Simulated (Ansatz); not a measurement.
**CHBBr− (SMILES [CH-]=BBr): functionals against CCSD(T) at one geometry**

One table from this session's results is given with a row withheld; the runs are named, their logs left out.

Program: Ansatz 0.2.0, Gaussian basis. Level of theory: single points in def2-TZVPPD. These are calculated values, not measurements.

Correlated methods freeze the cores. Filled d shells of the heavier atoms are correlated.

### Starting geometry

SMILES `[CH-]=BBr`, 4 atoms, charge -1, spin multiplicity 1.

Atoms are counted from 1 here; the program's logs count them from 0.

Bond lengths: C1–B2 1.380 Å, C1–H4 1.118 Å, B2–Br3 2.010 Å. Angles: B2–C1–H4 175.3°, C1–B2–Br3 177.0°.

Coordinates:

```xyz
4
charge -1, multiplicity 1
C    -0.4483    0.6206   -0.4661
B     0.2472   -0.3360    0.2455
Br    1.2628   -1.6615    1.3641
H    -1.0175    1.3345   -1.1120
```

The first run:

File run/in.yaml:

```yaml
crystal:
  periodic: [false, false, false]
  atoms:
    - {symbol: C, position_ang: [-0.448300, 0.620600, -0.466100]}
    - {symbol: B, position_ang: [0.247200, -0.336000, 0.245500]}
    - {symbol: Br, position_ang: [1.262800, -1.661500, 1.364100]}
    - {symbol: H, position_ang: [-1.017500, 1.334500, -1.112000]}
basis:
  gaussian: {orbitals: "def2-TZVPPD.json"}
total_charge: -1
correlation: {method: ccsd_t}
output: {forces: true}
```

The basis file named in the input lies beside it (Basis Set Exchange, JSON).

The command line of these runs was not kept.

Among the steps run: CCSD(T)/def2-TZVPPD; PBE0-D4/def2-TZVPPD; wB97M-V/def2-TZVPPD; r2SCAN-D4/def2-TZVPPD; PBE-D4/def2-TZVPPD; B97M-V/def2-TZVPPD; BHLYP-D4/def2-TZVPPD.

One table of the session follows, with a row left open; its other results are not shown here.

```
   method  RMS force component (eV/Å)  angle to CCSD(T) forces (°)
  CCSD(T)                       0.883                    reference
  PBE0-D4                           ?                            ?
  wB97M-V                       1.271                         13.1
r2SCAN-D4                       1.082                          6.8
   PBE-D4                       0.912                          6.5
   B97M-V                       1.191                          6.9
 BHLYP-D4                       1.465                         12.7
```

**Question.** Estimate the row for PBE0-D4.

The run gave: RMS force component (eV/Å): 1.160; angle to CCSD(T) forces (°): 8.9. In the column «RMS force component (eV/Å)» it lies between r2SCAN-D4 (1.082) and B97M-V (1.191).
